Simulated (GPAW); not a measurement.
# U-revPBE/real-space grid (scalar-relativistic datasets) run of C3H4B (SMILES BC1=[C]C1)

Wanted: ionisation energies of C3H4B. 

The calculation is run with GPAW 26.7.0.

4 further runs of the same task are left out: 2 that didn't finish, 2 set aside as unsound or not needed.

## 1. The structure to begin with

The species is C3H4B (8 atoms), meant as a doublet with charge 0. SMILES: `BC1=[C]C1`. Geometry: relaxed at GFN2-xTB.

Bond lengths: B1–C2 1.487 Å, C2–C3 1.310 Å, C2–C4 1.614 Å, C3–C4 1.461 Å, B1–H5 1.171 Å, B1–H6 1.169 Å, C4–H7 1.083 Å, C4–H8 1.082 Å. Some angles: B1–C2–C3 159.3°, B1–C2–C4 141.9°, C3–C2–C4 58.8°, C2–C3–C4 71.0°, C2–C4–C3 50.1°, C2–B1–H5 119.6°, C2–B1–H6 119.8°, C2–C4–H7 118.0°, C2–C4–H8 118.0°, C3–C4–H7 120.3°.

## 2. Ionisation energies at U-revPBE/real-space grid (scalar-relativistic datasets)

Input file calc.py:

```python
from ase.io.zmatrix import parse_zmatrix
from gpaw import GPAW

# Atomic positions
zmat = """
B
C 1 r2
C 2 r3 1 a3
C 3 r4 2 a4 1 d4
H 1 r5 2 a5 3 d5
H 1 r6 5 a6 2 d6
H 4 r7 3 a7 2 d7
H 4 r8 7 a8 3 d8
"""
values = dict(r2=1.48672, r3=1.309628, a3=159.29957, r4=1.460519, a4=71.04638, d4=179.43349, r5=1.171337, a5=119.59263, d5=-178.79317, r6=1.169064, a6=120.58323, d6=-179.69872, r7=1.082594, a7=120.33425, d7=-102.72117, r8=1.082429, a8=114.69389, d8=155.88641)
system = parse_zmatrix(zmat, defs=values)
system.center(vacuum=4.5)

energies = {}
for name, charge, unpaired in [('neutral', 0, 1), ('oxidised', 1, 0)]:
    system.set_initial_magnetic_moments([unpaired / len(system)] * len(system))
    calc = GPAW(mode='fd',
                xc='revPBE',
                occupations={'name': 'fermi-dirac', 'width': 0.01, 'fixmagmom': unpaired > 0},
                h=0.25,
                charge=charge,
                symmetry='off',
                maxiter=100,
                txt='-')
    system.calc = calc
    energies[name] = system.get_potential_energy()
    print(f'{name:10} {energies[name]:12.5f} eV')

ip = energies['oxidised'] - energies['neutral']
print(f'Vertical IP = {ip:.3f} eV')
```

On the command line:

```console
python calc.py
```

What values should one expect? Wanted: first ionisation energy.

Answer, from the run:

Level: U-revPBE/real-space grid (scalar-relativistic datasets).

```
               quantity    value
first ionisation energy  9.04 eV
```
